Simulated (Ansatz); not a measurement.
**C₃H₇FGe: a ladder of functionals and wavefunction methods**

One table from this session's results is given with a row withheld; the runs are named, their logs left out.

Method: functionals in def2-TZVPP, the program's frozen cores in correlated methods; program: Ansatz 0.2.0, Gaussian basis.

Levels to be run: PBE-D4, r2SCAN-D4, PBE0-D4, B3LYP-D4, ωB97X-V, ωB97M-V, B2PLYP; CCSD(T)/def2-TZVPP; MP2/def2-QZVPP; extrapolation to the limit.

**The relaxed structure**

An earlier PBE0-D4 in a triple-zeta def2 set relaxation fixed the geometry.

12 atoms, charge 0, spin multiplicity 1.

Atoms are counted from 1 here; the program's logs count them from 0.

Bond lengths: C1–C2 1.322 Å, C1–H6 1.084 Å, C1–H7 1.082 Å, C2–F3 1.351 Å, C2–Ge4 1.958 Å, Ge4–C5 1.948 Å, Ge4–H8 1.539 Å, Ge4–H9 1.539 Å, C5–H10 1.091 Å, C5–H11 1.091 Å, C5–H12 1.091 Å. Angles: C2–C1–H6 121.6°, C2–C1–H7 119.8°, H6–C1–H7 118.6°, C1–C2–F3 119.1°, C1–C2–Ge4 126.8°, F3–C2–Ge4 114.1°, C2–Ge4–C5 108.9°, C2–Ge4–H8 108.2°, C2–Ge4–H9 108.1°, C5–Ge4–H8 111.4°, C5–Ge4–H9 111.4°, H8–Ge4–H9 108.7°, Ge4–C5–H10 110.0°, Ge4–C5–H11 110.4°, Ge4–C5–H12 110.4°, H10–C5–H11 108.5°, H10–C5–H12 108.5°, H11–C5–H12 109.0°.

Set-up of the first run:

Input file in.yaml:

```yaml
crystal:
  periodic: [false, false, false]
  atoms:
    - {symbol: C, position_ang: [-1.278324, 1.304528, 0.728614]}
    - {symbol: C, position_ang: [-0.868597, 1.000657, -0.491226]}
    - {symbol: F, position_ang: [-1.380393, 1.675418, -1.544381]}
    - {symbol: Ge, position_ang: [0.445139, -0.366292, -0.980327]}
    - {symbol: C, position_ang: [1.078282, -1.240663, 0.641155]}
    - {symbol: H, position_ang: [-2.014350, 2.081547, 0.903370]}
    - {symbol: H, position_ang: [-0.876507, 0.771269, 1.579639]}
    - {symbol: H, position_ang: [-0.234649, -1.368271, -1.930125]}
    - {symbol: H, position_ang: [1.596701, 0.323332, -1.732977]}
    - {symbol: H, position_ang: [1.813984, -2.005516, 0.389953]}
    - {symbol: H, position_ang: [1.547231, -0.514200, 1.305886]}
    - {symbol: H, position_ang: [0.248380, -1.717009, 1.164519]}
basis:
  gaussian: {orbitals: def2-TZVPP}
hamiltonian: {xc: pbe, dispersion: d4}
output: {forces: true, orbitals: {seedname: orbitals}}
```

Launch:

```console
$ ansatz run in.yaml --threads 4 --pin off --events-out ev --progress --plain --max-ram 10444MiB
```

Among the steps run: PBE-D4 (GGA); r2SCAN-D4 (meta-GGA); PBE0-D4 (hybrid); B3LYP-D4 (hybrid); ωB97X-V (range-separated); ωB97M-V (range-separated); B2PLYP (double hybrid); CCSD(T) in def2-TZVPP; MP2 in def2-QZVPP.

One of the session's tables, all rows but one given; the rest of the session is left out.

It belongs to the step «Atomisation energies». 

| method | atomisation energy (kJ/mol) |
| --- | --- |
| PBE-D4 | 4495.1 |
| r2SCAN-D4 | 4426.5 |
| PBE0-D4 | 4420.5 |
| B3LYP-D4 | 4403.3 |
| ωB97X-V | 4421.3 |
| ωB97M-V | 4409.8 |
| B2PLYP | ? |
| HF/def2-TZVPP | 3242.3 |
| MP2/def2-TZVPP | 4373.7 |
| CCSD/def2-TZVPP | 4259.7 |
| CCSD(T)/def2-TZVPP | 4324.4 |
| MP2/CBS | 4464.6 |
| CCSD(T)/CBS | 4415.3 |

Estimate the missing values for B2PLYP.

**Answer.** atomisation energy (kJ/mol): 4364.6. In the column «atomisation energy (kJ/mol)» it lies between CCSD(T)/def2-TZVPP (4324.4) and MP2/def2-TZVPP (4373.7).
